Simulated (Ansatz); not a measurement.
Geometry optimisation, DFT PBE-D3(BJ), scalar-relativistic, plane waves, PAW in Ansatz.

Input file:

```yaml
crystal:
  lattice:
    - [-3.99359, -6.917102, 0.0]
    - [5.990386, -3.458551, 0.0]
    - [0.0, 0.0, 6.586109]
  atoms:
    - { symbol: Ga, position: [0.49999999, 0.33333327, 0.99998413] }
    - { symbol: Ga, position: [0.49999999, 0.66666659, 0.49998411] }
    - { symbol: As, position: [0.49999999, 0.33333327, 0.37401591] }
    - { symbol: As, position: [0.49999999, 0.66666659, 0.87401593] }
    - { symbol: Ga, position: [0.24999999, 0.83333326, 0.99998413] }
    - { symbol: Ga, position: [0.24999999, 0.16666664, 0.49998411] }
    - { symbol: As, position: [0.24999999, 0.83333326, 0.37401591] }
    - { symbol: As, position: [0.24999999, 0.16666664, 0.87401593] }
    - { symbol: Si, position: [-0.24999999, -0.16666664, 0.99998413], spin: 1.0 }
    - { symbol: Ga, position: [0.0, 0.66666663, 0.49998411] }
    - { symbol: As, position: [0.0, 0.33333331, 0.37401591] }
    - { symbol: As, position: [0.0, 0.66666663, 0.87401593] }
    - { symbol: Ga, position: [0.74999998, 0.16666659, 0.49998411] }
    - { symbol: As, position: [0.74999998, 0.83333322, 0.37401591] }
    - { symbol: As, position: [0.74999998, 0.16666659, 0.87401593] }
magnetization:
  spin_polarized: true
total_charge: 1
basis:
  ecutwfc: 420.0
kpoints:
  mp_grid: { grid: [2, 2, 2] }
hamiltonian:
  xc: pbe
  dispersion: d3bj
  pseudopotentials: { kind: paw, azcp: { folder: soft_1 } }
scf:
  occupations: { method: gaussian, width: 0.02 }
  lower_state_search: "off"
relax:
  f_tol: 0.03
  max_steps: 60
  adjacent_minimum: "off"
```

Run as:

```bash
$ ansatz run input.yaml --threads 4 --pin off --max-ram 10240MiB --backend cpu --events-out ev --progress --plain --runs-dir out
```

**Question.** Where does it end, and by what steps?

**Answer.** The run converged. Limits of this set-up: coarse k mesh, charged cell in a uniform background, uncorrected. After 4 steps the energy has fallen by 0.479 eV; As8 moved furthest, 0.39 Å.

| step | energy less start (eV) | largest force component (eV/Å) | accepted |
| --- | --- | --- | --- |
| 0 | 0.0000 | 0.745 | yes |
| 1 | -0.3501 | 0.363 | yes |
| 2 | -0.4670 | 0.166 | yes |
| 3 | -0.4773 | 0.065 | yes |
| 4 | -0.4793 | 0.018 | yes |

```xyz
15
Lattice="-3.9936 -6.9171 0.0000 5.9904 -3.4586 0.0000 0.0000 0.0000 6.5861" Properties=species:S:1:pos:R:3
Ga -0.048 -4.590 6.584
Ga 2.001 -5.783 3.268
As -0.039 -4.607 2.506
As 2.041 -5.811 5.777
Ga 4.100 -4.546 6.575
Ga 0.069 -2.261 3.369
As 4.004 -4.611 2.494
As 0.309 -2.118 5.897
Si -0.045 2.256 6.517
Ga 3.951 -2.274 3.312
As 1.962 -1.208 2.199
As 3.812 -2.131 5.850
Ga -2.025 -5.860 3.272
As 1.971 -8.102 2.367
As -2.096 -5.994 5.821
```

Whether the end is a true minimum wasn't checked by a vibrational analysis.

Time of the run: 81 s on 4 threads of Arm Neoverse V1, on a shared host, peak memory 1.5 GiB.
